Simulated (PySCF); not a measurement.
Here is a PySCF 2.14.0 calculation.

Contents of run.py:

```python
import json
import numpy as np
from pyscf.pbc import gto, scf, dft, df
from pyscf.pbc.tools import pyscf_ase
from ase.io import read

atoms = read('POSCAR')
cell = pyscf_ase.cell_from_ase(atoms)
cell.basis = 'def2-svp'
cell.exp_to_discard = 0
cell.precision = 1e-08
cell.max_memory = 2520  # MB
cell.verbose = 4
cell.build()

res = {}
kpts = cell.make_kpts([1, 1, 1])
mf = dft.KRKS(cell, kpts, xc='pbe')
mf = mf.density_fit()
mf.with_df._cderi = 'cderi.h5'  # three-centre integrals saved by an earlier run on this cell, basis and mesh
mf.conv_tol = 1e-08
mf.max_cycle = 60

mf.kernel()
res.update(converged=bool(mf.converged), e_tot=mf.e_tot, nelec=cell.nelectron, nao=cell.nao, mesh=list(map(int, cell.mesh)), a=cell.lattice_vectors().tolist(), coords=cell.atom_coords().tolist(),
           mo_energy=[np.real(x).tolist() for x in mf.mo_energy], mo_occ=[np.real(x).tolist() for x in mf.mo_occ])
import h5py
print('fit functions by k pair:', sorted({v['0'].shape[0] for v in h5py.File(mf.with_df._cderi)['j3c'].values()}))
res.update(kpts=cell.get_scaled_kpts(kpts).tolist())
res['parts'] = {k: float(np.real(v)) for k, v in mf.scf_summary.items() if np.isscalar(v)}
json.dump(res, open('results.json', 'w'))
if not mf.converged:
    raise SystemExit('SCF not converged')

print('levels (eV)')
for i, kp in enumerate(res['kpts'][:40]):
    print('k %7.4f %7.4f %7.4f  ' % tuple(kp), ' '.join('%.3f' % (x * 27.211386) for x in res['mo_energy'][i][:20]))

# Mulliken populations
dm, s = np.asarray(mf.make_rdm1()), np.asarray(mf.get_ovlp())
sites = cell.aoslice_by_atom()[:, 2:]
tot = np.einsum('kij,kji->i', dm, s).real / len(kpts)
res['mulliken'] = [cell.atom_charge(i) - tot[a0:a1].sum() for i, (a0, a1) in enumerate(sites)]
print('Mulliken charges', np.round(res['mulliken'], 5))

from pyscf.pbc.gw.krpa import KRPA
rpa = KRPA(mf, frozen=3)
rpa.kernel()
res.update(e_corr=rpa.e_corr, e_hf=rpa.e_hf, e_rpa=rpa.e_tot)
rpa.fc = True  # again, with the correction for q -> 0
rpa.kernel()
res['e_corr_fc'] = rpa.e_corr
res['done'] = True
json.dump(res, open('results.json', 'w'))
```

The input POSCAR:

```
MgF2
1.0
   12.0000000000      0.0000000000      0.0000000000
    0.0000000000     11.0000000000      0.0000000000
    0.0000000000      0.0000000000     11.0000000000
F Mg F
1 1 1
Direct
    0.3834875000      0.5706727300      0.4397863600
    0.5010875000      0.5019090900      0.5030954500
    0.6186791700      0.4331454500      0.5663954500
```

Potentials or basis: def2-svp (all-electron).

Run with:

```bash
$ OMP_NUM_THREADS=2 python -u run.py > log
```

Estimate the Mulliken charges.

F -0.43; Mg +0.86 e.

What does it give for the RPA correlation energy?

-5.380 eV/atom.

Estimate the gap between the frontier levels, mean-field level.

5.65 eV.

Caveat: the basis is small and the box finite, so much correlation energy is missing and levels can be off by tenths of an eV; this is a molecule in a periodic box at the Γ point, so its band gap is the HOMO-LUMO gap; total energy, band gap and charges are those of the mean-field reference; the basis of atomic orbitals isn't converged, which shifts pressures, moduli and gaps.
